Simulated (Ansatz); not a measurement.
# CH₄BFO: taking an electron away

An exercise on one series of results from a longer session: the logs are not shown, and one member is left open.

Computed with Ansatz 0.2.0, Gaussian basis. Level: unrestricted cation, the program's frozen cores in correlated methods.

Plan: UKS PBE-D4/def2-TZVPP; UKS r2SCAN-D4/def2-TZVPP; UKS PBE0-D4/def2-TZVPP; UKS B3LYP-D4/def2-TZVPP; UKS wB97X-V/def2-TZVPP; UKS wB97M-V/def2-TZVPP; UKS B2PLYP/def2-TZVPP; UHF-CCSD(T)/def2-TZVPP; UHF-MP2/def2-QZVPP; extrapolation to the limit; then −ε(HOMO) from the neutral's earlier runs with LDA (SPW92), PBE-D4, revPBE-D4, BLYP-D4, r2SCAN-D4, B97M-V, PBE0-D4, B3LYP-D4, r2SCANh-D4, r2SCAN0-D4, HSE06-D4, BHLYP-D4, CAM-B3LYP-D4, LC-ωPBE, ωB97X-V, ωB97M-V.

## The relaxed structure

All runs share one geometry, relaxed beforehand with PBE0-D4 in a triple-zeta def2 set.

SMILES `OCBF`, 8 atoms, charge 0, spin multiplicity 1.

Atoms are counted from 1 here; the program's logs count them from 0.

Bond lengths: O1–C2 1.408 Å, O1–H5 0.959 Å, C2–B3 1.560 Å, C2–H6 1.105 Å, C2–H7 1.105 Å, B3–F4 1.317 Å, B3–H8 1.201 Å. Angles: C2–O1–H5 108.9°, O1–C2–B3 113.4°, O1–C2–H6 112.5°, O1–C2–H7 112.5°, B3–C2–H6 106.7°, B3–C2–H7 106.6°, H6–C2–H7 104.5°, C2–B3–F4 121.5°, C2–B3–H8 120.7°, F4–B3–H8 117.8°.

Geometry (Å):

| atom | x (Å) | y (Å) | z (Å) |
| --- | --- | --- | --- |
| O1 | -1.2405 | 0.7626 | -0.1693 |
| C2 | 0.1179 | 0.4250 | -0.0136 |
| B3 | 0.3686 | -1.1120 | 0.0760 |
| F4 | -0.6229 | -1.9767 | 0.0072 |
| H5 | -1.3191 | 1.7175 | -0.2173 |
| H6 | 0.5631 | 0.8720 | 0.8937 |
| H7 | 0.7442 | 0.7998 | -0.8434 |
| H8 | 1.4810 | -1.5454 | 0.2108 |

Set-up of the first run:

in.yaml reads:

```yaml
crystal:
  periodic: [false, false, false]
  atoms:
    - {symbol: O, position_ang: [-1.240479, 0.762554, -0.169274]}
    - {symbol: C, position_ang: [0.117869, 0.425000, -0.013594]}
    - {symbol: B, position_ang: [0.368617, -1.112004, 0.076042]}
    - {symbol: F, position_ang: [-0.622888, -1.976734, 0.007249]}
    - {symbol: H, position_ang: [-1.319117, 1.717475, -0.217297]}
    - {symbol: H, position_ang: [0.563052, 0.872021, 0.893711]}
    - {symbol: H, position_ang: [0.744177, 0.799850, -0.843376]}
    - {symbol: H, position_ang: [1.480968, -1.545363, 0.210840]}
basis:
  gaussian: {orbitals: def2-TZVPP}
total_charge: 1
magnetization: {spin_polarized: true, initial_magnetization: 1}
hamiltonian: {xc: pbe, dispersion: d4}
```

Steps of the session up to this table: Cation, UKS PBE-D4/def2-TZVPP; Cation, UKS r2SCAN-D4/def2-TZVPP; Cation, UKS PBE0-D4/def2-TZVPP; Cation, UKS B3LYP-D4/def2-TZVPP; Cation, UKS wB97X-V/def2-TZVPP; Cation, UKS wB97M-V/def2-TZVPP; Cation, UKS B2PLYP (frozen core)/def2-TZVPP; Cation, UHF-CCSD(T)/def2-TZVPP; Cation, UHF-MP2/def2-QZVPP.

One table of the session follows, with a row left open; its other results are not shown here.

It belongs to the step «Ionisation energies side by side». For comparison, −ε(HOMO) of the neutral from earlier runs:

```
  functional  −ε(HOMO) (eV)
 LDA (SPW92)           6.64
      PBE-D4              ?
   revPBE-D4           6.43
     BLYP-D4           6.41
   r2SCAN-D4           6.86
      B97M-V           7.01
     PBE0-D4           8.19
    B3LYP-D4           7.94
  r2SCANh-D4           7.49
  r2SCAN0-D4           8.45
    HSE06-D4           7.78
    BHLYP-D4           9.85
CAM-B3LYP-D4           9.69
     LC-ωPBE          11.03
     ωB97X-V          10.70
     ωB97M-V          10.64
```

**Question.** Estimate the row for PBE-D4.

As computed: −ε(HOMO) (eV): 6.49. In the column «−ε(HOMO) (eV)» it lies between revPBE-D4 (6.43) and LDA (SPW92) (6.64).
